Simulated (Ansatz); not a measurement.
**ClFHOSi radical: a ladder of functionals and wavefunction methods**

The task here is to estimate one member of a computed series from the others.

The runs use Ansatz 0.2.0, Gaussian basis; functionals in def2-TZVPP, the program's frozen cores in correlated methods.

The runs, in order: LDA (SPW92), PBE-D4, revPBE-D4, BLYP-D4, r2SCAN-D4, B97M-V, PBE0-D4, B3LYP-D4, r2SCANh-D4, r2SCAN0-D4, HSE06-D4, BHLYP-D4, CAM-B3LYP-D4, LC-ωPBE, ωB97X-V, ωB97M-V, B2PLYP, PBE-QIDH; CCSD(T)/def2-SVP; CCSD(T)/def2-TZVPP; MP2/def2-QZVPP; extrapolation to the limit; RPA on PBE.

## The geometry

All runs share one geometry, relaxed beforehand with PBE0-D4 in a triple-zeta def2 set.

SMILES `O[Si](F)Cl`, 5 atoms, charge 0, spin multiplicity 2.

Atoms are counted from 1 here; the program's logs count them from 0.

Bond lengths: O1–Si2 1.630 Å, O1–H5 0.960 Å, Si2–F3 1.596 Å, Si2–Cl4 2.040 Å. Angles: Si2–O1–H5 117.9°, O1–Si2–F3 109.7°, O1–Si2–Cl4 106.8°, F3–Si2–Cl4 108.8°.

As a file:

```
O    -0.00346    1.14129   -0.01353
Si    0.07827   -0.42672    0.42568
F     0.97949   -1.23215   -0.61684
Cl   -1.82512   -1.15774    0.35315
H     0.82061    1.60161   -0.18976
```

The first run:

in.yaml reads:

```yaml
crystal:
  periodic: [false, false, false]
  atoms:
    - {symbol: O, position_ang: [-0.003456, 1.141293, -0.013534]}
    - {symbol: Si, position_ang: [0.078268, -0.426716, 0.425685]}
    - {symbol: F, position_ang: [0.979491, -1.232149, -0.616838]}
    - {symbol: Cl, position_ang: [-1.825116, -1.157739, 0.353152]}
    - {symbol: H, position_ang: [0.820613, 1.601610, -0.189765]}
basis:
  gaussian: {orbitals: def2-TZVPP}
magnetization: {spin_polarized: true, initial_magnetization: 1}
hamiltonian: {xc: lda}
output: {orbitals: {seedname: orbitals}}
```

Among the steps run: LDA; PBE-D4 (GGA); revPBE-D4 (GGA); BLYP-D4 (GGA); r2SCAN-D4 (meta-GGA); B97M-V (meta-GGA); PBE0-D4 (hybrid); B3LYP-D4 (hybrid); r2SCANh-D4 (hybrid); r2SCAN0-D4 (hybrid); HSE06-D4 (hybrid); BHLYP-D4 (hybrid); CAM-B3LYP-D4 (range-separated); LC-ωPBE-D4 (range-separated; the results give it without D4); ωB97X-V (range-separated); ωB97M-V (range-separated); B2PLYP (double hybrid); PBE-QIDH (double hybrid).

One of the session's tables, all rows but one given; the rest of the session is left out.

It belongs to the step «Orbital energies across the functionals». 

```
  functional  HOMO (eV)  LUMO (eV)  gap (eV)
 LDA (SPW92)          ?          ?         ?
      PBE-D4      -5.54      -3.72      1.82
   revPBE-D4      -5.51      -3.54      1.97
     BLYP-D4      -5.36      -3.80      1.56
   r2SCAN-D4      -5.94      -3.18      2.76
      B97M-V      -5.60      -3.89      1.71
     PBE0-D4      -6.85      -2.79      4.06
    B3LYP-D4      -6.56      -3.24      3.32
  r2SCANh-D4      -6.42      -2.89      3.53
  r2SCAN0-D4      -7.14      -2.46      4.68
    HSE06-D4      -6.44      -3.17      3.27
    BHLYP-D4      -7.99      -2.04      5.96
CAM-B3LYP-D4      -8.13      -1.96      6.17
     LC-ωPBE      -9.57      -0.42      9.15
     ωB97X-V      -9.04      -1.05      7.99
     ωB97M-V      -8.62      -1.20      7.43
```

Estimate the missing values for LDA (SPW92).

As computed: HOMO (eV): -5.54; LUMO (eV): -4.21; gap (eV): 1.34.
